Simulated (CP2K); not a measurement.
**AlSiNH5SBr (SMILES N[SiH2][Al]([SH])[Br]): a first try and a second**

Wanted: energy and gradient of AlSiNH5SBr, MNDOD.

Program for the calculation: CP2K 2026.2.

2 further runs of the same task are left out: 2 set aside as unsound or not needed.

**1. The molecule**

AlSiNH5SBr: 10 atoms, total charge 0, spin state singlet. SMILES: `N[SiH2][Al]([SH])[Br]`. The shape comes from a force field and isn't a relaxed structure. This is one conformer, not always the lowest.

Bond lengths: N1–Si2 1.732 Å, Si2–Al3 2.361 Å, Al3–S4 2.359 Å, Al3–Br5 2.349 Å, N1–H6 1.096 Å, N1–H7 1.064 Å, Si2–H8 1.452 Å, Si2–H9 1.510 Å, S4–H10 1.423 Å. Some angles: N1–Si2–Al3 110.1°, Si2–Al3–S4 119.1°, Si2–Al3–Br5 121.1°, S4–Al3–Br5 119.7°, N1–Si2–H8 110.7°, N1–Si2–H9 107.8°, Al3–Si2–H8 108.3°, Al3–Si2–H9 110.2°, Si2–N1–H6 108.7°, Si2–N1–H7 107.5°.

**2. First attempt**

calc.inp reads:

```
&GLOBAL
 PROJECT_NAME calc
 RUN_TYPE ENERGY_FORCE
 PRINT_LEVEL MEDIUM
&END GLOBAL
&FORCE_EVAL
 METHOD QS
 &DFT
  # Quickstep
  &QS
   METHOD MNDOD
   EPS_DEFAULT 1.0E-10
   &SE
    &COULOMB
     CUTOFF [angstrom] 50
     RC_RANGE [angstrom] 0
    &END COULOMB
    &EXCHANGE
     CUTOFF [angstrom] 50
     RC_RANGE [angstrom] 0
    &END EXCHANGE
   &END SE
  &END QS
  &POISSON
   PERIODIC NONE
   POISSON_SOLVER ANALYTIC
  &END POISSON
  &SCF
   GUESS ATOMIC
   EPS_SCF 1.0E-06
   MAX_SCF 150
   ADDED_MOS 2
   &DIAGONALIZATION
    ALGORITHM STANDARD
   &END DIAGONALIZATION
   &MIXING
    METHOD DIRECT_P_MIXING
    ALPHA 0.4
   &END MIXING
  &END SCF
  &PRINT
   &MOMENTS
    PERIODIC F
    REFERENCE COM
    MAX_MOMENT 1
   &END MOMENTS
   &MO ON
    ENERGIES T
    OCCUPATION_NUMBERS T
    NDIGITS 6
    &EACH
     QS_SCF 0
    &END EACH
    ADD_LAST NUMERIC
   &END MO
   &HIRSHFELD OFF
   &END HIRSHFELD
  &END PRINT
 &END DFT
 &SUBSYS
  # box in angstrom
  &CELL
   ABC 21.2 20.6 20.7
   PERIODIC NONE
  &END CELL
  &COORD
   N     -1.713700    -0.189400     1.350400
   Si    -0.132900    -0.716000     0.878200
   Al     0.710400     0.677500    -0.831600
   S      2.876100     0.276000    -1.675500
   Br    -0.543800     2.484500    -1.654900
   H     -1.662900     0.868600     1.631400
   H     -2.311700    -0.143900     0.471500
   H     -0.173900    -2.077700     0.376600
   H      0.759400    -0.647500     2.094700
   H      2.276100    -0.583300    -2.637800
  &END COORD
  &TOPOLOGY
   &CENTER_COORDINATES
   &END CENTER_COORDINATES
  &END TOPOLOGY
 &END SUBSYS
 &PRINT
  &FORCES ON
  &END FORCES
 &END PRINT
&END FORCE_EVAL
```

Launch:

```sh
OMP_NUM_THREADS=1 cp2k.psmp -i calc.inp > calc.out 2>&1
```

Log:

```text
Possible matches for unknown keyword

 GUESS

   subsection GCE in section %__ROOT__%FORCE_EVAL%DFT%SCF score:  107
   subsection GCE in section %__ROOT__%FORCE_EVAL%DFT%XAS%SCF score:  107
   keyword SCF_GUESS in section %__ROOT__%FORCE_EVAL%DFT%SCF score:  106
   enum EHT in section %__ROOT__%FORCE_EVAL%DFT%SCF for keyword SCF_GUESS score:  106
   subsection SMEAR in section %__ROOT__%FORCE_EVAL%DFT%SCF score:  106

 *******************************************************************************
 *   ___                                                                       *
 *  /   \                                                                      *
 * [ABORT]                                                                     *
 *  \___/              found an unknown keyword GUESS in section SCF           *
 *    |                                                                        *
 *  O/|                                                                        *
 * /| |                                                                        *
 * / \                                               input/input_parsing.F:253 *
 *******************************************************************************

 ===== Routine Calling Stack =====

            5 section_vals_parse
            4 section_vals_parse
            3 section_vals_parse
            2 section_vals_parse
            1 read_input

Program received signal SIGABRT: Process abort signal.

Backtrace for this error:
#0  0x4a3a6cfff957 in ???
#1  0x4a3a8d8b4cac in __pthread_kill_implementation
#2  0x4a3a8d85bfb7 in raise
#3  0x4a3a8d845d37 in abort
#4  0x4a3a6d6d2d83 in ???
#5  0x4a3a6d6d4297 in ???
#6  0x4a3a6d8442b7 in ???
#7  0x4a3a6d8438f7 in ???
#8  0x4a3a6d8438f7 in ???
#9  0x4a3a6d8438f7 in ???
#10  0x4a3a6d119807 in ???
#11  0x4a3a6d984e8b in ???
#12  0x4a3a6d989d0b in ???
#13  0x4a3a6d0a0db3 in ???
#14  0x4a3a6d09ef13 in ???
#15  0x4a3a8d846573 in __libc_start_call_main
#16  0x4a3a8d846657 in __libc_start_main_impl
#17  0x4a3a6d09f06f in ???
#18  0xffffffffffffffff in ???
```

Run time: 0.49 s. Hardware: 1 thread of Arm Neoverse N1, shared host; peak memory 0.13 GiB.

**3. Reading the log**

The program refused the input.

The log says `\___/              found an unknown keyword GUESS in section SCF`. The fault: the input text is malformed or holds a word that the program doesn't know.

**4. Second attempt**

gas.inp reads:

```
&GLOBAL
   PROJECT_NAME gas
   RUN_TYPE ENERGY_FORCE
   PRINT_LEVEL MEDIUM
&END GLOBAL

&FORCE_EVAL
   METHOD QUICKSTEP
   &DFT
      ! Quickstep
      &QS
         METHOD MNDOD
         EPS_DEFAULT 1.0E-10
         &SE
            &COULOMB
               CUTOFF [angstrom] 50
               RC_RANGE [angstrom] 0
            &END COULOMB
            &EXCHANGE
               CUTOFF [angstrom] 50
               RC_RANGE [angstrom] 0
            &END EXCHANGE
         &END SE
      &END QS
      &POISSON
         PERIODIC NONE
         POISSON_SOLVER ANALYTIC
      &END POISSON
      ! self-consistent field
      &SCF
         SCF_GUESS ATOMIC
         EPS_SCF 1.0E-06
         MAX_SCF 150
         ADDED_MOS 2
         &DIAGONALIZATION
            ALGORITHM STANDARD
         &END DIAGONALIZATION
         &MIXING
            METHOD DIRECT_P_MIXING
            ALPHA 0.4
         &END MIXING
      &END SCF
      &PRINT
         &MOMENTS
            PERIODIC F
            REFERENCE COM
            MAX_MOMENT 1
         &END MOMENTS
         &MO ON
            ENERGIES T
            OCCUPATION_NUMBERS T
            NDIGITS 6
            &EACH
               QS_SCF 0
            &END EACH
            ADD_LAST NUMERIC
         &END MO
         &HIRSHFELD OFF
         &END HIRSHFELD
      &END PRINT
   &END DFT
   ! atoms, cell and kinds
   &SUBSYS
      ! vacuum box
      &CELL
         ABC 21.2 20.6 20.7
         PERIODIC NONE
      &END CELL
      &COORD
         N     -1.713700    -0.189400     1.350400
         Si    -0.132900    -0.716000     0.878200
         Al     0.710400     0.677500    -0.831600
         S      2.876100     0.276000    -1.675500
         Br    -0.543800     2.484500    -1.654900
         H     -1.662900     0.868600     1.631400
         H     -2.311700    -0.143900     0.471500
         H     -0.173900    -2.077700     0.376600
         H      0.759400    -0.647500     2.094700
         H      2.276100    -0.583300    -2.637800
      &END COORD
      &TOPOLOGY
         &CENTER_COORDINATES
         &END CENTER_COORDINATES
      &END TOPOLOGY
   &END SUBSYS
   &PRINT
      &FORCES ON
      &END FORCES
   &END PRINT
&END FORCE_EVAL
```

Launch:

```sh
OMP_NUM_THREADS=1 cp2k.psmp gas.inp > gas.out
```

Log:

```text
CP2K| version string:                                       CP2K version 2026.2
[...]
 GLOBAL| Method name                                                        CP2K
[...]
 GLOBAL| Run type                                                   ENERGY_FORCE
[...]
                             - Atoms:                                         10
[...]
                             - Spherical basis functions:                     45
[...]
 Number of electrons:                                                         30
[...]
     1 P_Mix/Diag. 0.40E+00    0.0     0.85952501       -25.8723729204 -2.59E+01
[...]
    17 DIIS/Diag.  0.15E-06    0.0     0.00000058       -31.3566264200 -8.33E-12
  *** SCF run converged in    17 steps ***
  Core-core repulsion energy [eV]:                           1621.60966617112786
  Core Hamiltonian energy [eV]:                             -1370.20385998856523
  Two-electron integral energy [eV]:                        -2209.32600828831073
  Electronic energy [eV]:                                   -2474.86686413272037
  Total energy [eV]:                                         -853.25719796159274
  Atomic reference energy [eV]:                               851.07167580902239
  Heat of formation [kcal/mol]:                               -50.39934213015392
[...]
 SE_DIPOLE| Moment [Debye]          1.42049650       0.57442001       0.11715290
 SE_DIPOLE| Derivative [a.u.]       0.00000000       0.00000000       0.00000000
 ENERGY| Total FORCE_EVAL ( QS ) energy [hartree]            -31.356626420012994
 FORCES| Atomic forces [hartree/bohr]
 FORCES|   Atom     x               y               z               |f|
 FORCES|      1 -4.60937192E-02  7.40660826E-02 -1.95512935E-02   8.94017260E-02
 FORCES|      2  5.80483188E-02 -1.18651406E-02  1.47071562E-03   5.92667856E-02
 FORCES|      3  4.39550233E-02 -6.42893074E-04 -1.29213830E-02   4.58194230E-02
 FORCES|      4 -8.02253769E-02 -1.28104061E-02 -4.65935392E-03   8.13752247E-02
 FORCES|      5  1.41677633E-02 -2.11332675E-02  9.26455688E-03   2.70771588E-02
 FORCES|      6 -7.40263075E-03 -5.04186661E-02 -2.67085964E-03   5.10291517E-02
 FORCES|      7  5.74004006E-03 -6.99491731E-03  3.13932643E-02   3.26713020E-02
 FORCES|      8  1.81674272E-03  9.50886771E-03  1.71424350E-03   9.83146734E-03
 FORCES|      9 -1.28597711E-02 -3.87868333E-04 -2.58304885E-02   2.88572051E-02
 FORCES|     10  2.28536097E-02  2.06782088E-02  2.17905982E-02   3.77452774E-02
 FORCES| Sum    -4.51028104E-17 -2.35922393E-16  2.77555756E-17
 FORCES| Total atomic force                                       2.41793323E-16
[...]
```

Run time: 0.49 s. Hardware: 1 thread of Arm Neoverse N1, shared host; peak memory 0.14 GiB.

**5. Results**

At MNDOD:

```
                                 quantity           value
                             total energy    -31.35663 Eh
                            dipole moment          1.54 D
                              HOMO energy        -9.53 eV
                              LUMO energy        -1.23 eV
                            HOMO–LUMO gap         8.30 eV
heat of formation at this unrelaxed shape  -50.4 kcal/mol
                 largest force on an atom      4.597 eV/Å
```

The largest force is 4.60 eV/Å: the shape isn't a stationary point for this species at this level.
